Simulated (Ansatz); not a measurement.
# H5N2OSi, SMILES N[Si](N)O: a rigid scan of one bond length

Run with Ansatz's Python interface.

Input file `h5n2osi.xyz`:
```text
9

N     0.37580    1.01220   -0.80610
Si    0.77100   -0.01530    0.40210
N    -0.16390   -1.28020   -0.24890
O    -0.13270    0.49890    1.61890
H     1.04010    1.02420   -1.56290
H    -0.47930    0.63550   -1.26370
H     0.24080   -2.15560    0.15490
H    -1.02540   -1.17270    0.15870
H    -0.53790    1.40660    1.52990
```

`run_scan.py`:
```python
# -*- coding: utf-8 -*-
import ansatz as az
import numpy as np

geometry = az.Crystal.molecule_from_extxyz("h5n2osi.xyz")

symbols = [site.symbol for site in geometry.cartesian_sites]
start = np.array([site.position_ang for site in geometry.cartesian_sites])
axis = (start[3] - start[1]) / np.linalg.norm(start[3] - start[1])
moving = [3, 8]
lengths, energies = [1.36, 1.47, 1.6, 1.76, 2.0, 2.4, 2.88, 3.52], []
for length in lengths:
    xyz = start.copy()
    xyz[moving] += (length - np.linalg.norm(start[3] - start[1])) * axis
    point = az.Crystal.molecule()
    for symbol, xyz in zip(symbols, xyz):
        point = point.atom(symbol, xyz.tolist())
    setup = (
        point.calculation()
        .basis(gaussian="6-31G*")
        .functional("r2scan0")
        .spin("collinear", total=1)
    )
    r = setup.run().report
    energies.append(r["free_energy_ev"])
    print(f"r = {length:6.3f} A  E = {energies[-1]:.5f} eV  <S^2> = {abs(r['mean_field']['state']['spin_squared']):.3f}")

print("energy above the lowest point (eV):", [round(e - min(energies), 3) for e in energies])
```

```console
$ python run_scan.py
r =  1.360 A  E = -12978.35047 eV  <S^2> = 0.752
r =  1.470 A  E = -12980.10348 eV  <S^2> = 0.752
r =  1.600 A  E = -12980.89247 eV  <S^2> = 0.752
r =  1.760 A  E = -12980.87964 eV  <S^2> = 0.752
r =  2.000 A  E = -12980.05832 eV  <S^2> = 0.754
r =  2.400 A  E = -12978.48155 eV  <S^2> = 0.796
r =  2.880 A  E = -12977.61924 eV  <S^2> = 0.821
r =  3.520 A  E = -12977.36308 eV  <S^2> = 0.755
energy above the lowest point (eV): [2.542, 0.789, 0.0, 0.013, 0.834, 2.411, 3.273, 3.529]
```

Caveats:
- Total energies depend on the basis set; only differences at equal settings carry meaning.
- The rest of the molecule is held rigid at a force-field or estimated start geometry, and the basis set is modest; single-reference methods fail as a bond breaks.
- The species is open-shell (spin multiplicity 2).
- The expectation value of S² is noticeably off S(S+1) in at least one run, so that state is spin-contaminated.
- Hardware and time: 80 s on 1 thread of Arm Neoverse V2, with other jobs on the host, peak memory 0.31 GiB.

(A comment or docstring line of the script was reworded after the run, the code is as it ran; lines on the test bed's own set-up are left out of the output.)
